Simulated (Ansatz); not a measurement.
# Hf3SnS4: the cost of one run

Method: DFT PBE, scalar-relativistic, plane waves, PAW, unless a step names another level, in Ansatz 0.2.0.

### Step 1. The system as given

Symmetry: P3m1, No. 156, trigonal system. The conventional cell has a = 3.622 Å, b = 3.622 Å, c = 17.749 Å, α = 90.00°, β = 90.00°, γ = 120.00°. Hf (site symmetry 3m) has 6 S at 2.55 Å as nearest neighbours. Hf (site symmetry 3m) has 3 S at 2.51 Å as nearest neighbours. Around Sn (site symmetry 3m) lie 6 Hf at 3.03 Å. S (site symmetry 3m) has 3 Hf at 2.55 Å as nearest neighbours. Around S (site symmetry 3m) lie 3 Hf at 2.51 Å.

Structure file:

```
Hf Sn S
1.0
     3.62224    0.00000    0.00000
    -1.81112    3.13695    0.00000
     0.00000    0.00000   17.74900
Hf Sn S
3 1 4
Direct
  0.66667 0.33333 0.00155
  0.33333 0.66667 0.37532
  0.33333 0.66667 0.62284
  0.00000 0.00000 0.49909
  0.00000 0.00000 0.91917
  0.33333 0.66667 0.08387
  0.66667 0.33333 0.29760
  0.66667 0.33333 0.70055
```

It came out lowest among 25 distinct ends of the trial cells. At a tolerance of 0.05 Å it has space group P3m1 (No. 156).

### Step 2. Relaxing to 0.001 eV/Å, on the response runs' mesh and smearing

Contents of input.yaml:

```yaml
crystal:
  lattice:
    - [3.6222409492, 0.0, 0.0]
    - [-1.8111204746, 3.1369526807, 0.0]
    - [0.0, 0.0, 17.749004571]
  atoms:
    - { symbol: Hf, position: [0.6666666667, 0.3333333333, 0.0015482829] }
    - { symbol: Hf, position: [0.3333333333, 0.6666666667, 0.3753227336] }
    - { symbol: Hf, position: [0.3333333333, 0.6666666667, 0.6228399018] }
    - { symbol: Sn, position: [0.0, 0.0, 0.4990944404] }
    - { symbol: S, position: [0.0, 0.0, 0.919171306] }
    - { symbol: S, position: [0.3333333333, 0.6666666667, 0.0838702957] }
    - { symbol: S, position: [0.6666666667, 0.3333333333, 0.2975987839] }
    - { symbol: S, position: [0.6666666667, 0.3333333333, 0.7005542555] }
basis:
  ecutwfc: 420
kpoints:
  mp_grid: { grid: [12, 12, 2] }
hamiltonian:
  xc: pbe
scf:
  occupations: { method: gaussian, width: 0.1 }
output:
  forces: true
  stress: true
  eigenvalues: true
relax:
  adjacent_minimum: "off"
  f_tol: 0.001
  max_steps: 60
  cell: { stress_tol: 0.01 }
```

Launch:

```console
$ ansatz run input.yaml --threads 3 --pin off --max-ram 7680MiB --backend cpu --events-out ev --progress --plain --runs-dir out
```

Q: Estimate wall time and peak memory on 3 threads of Intel Xeon at 2.70GHz, shared host.

About 2.7 min, with a peak of 0.86 GiB.
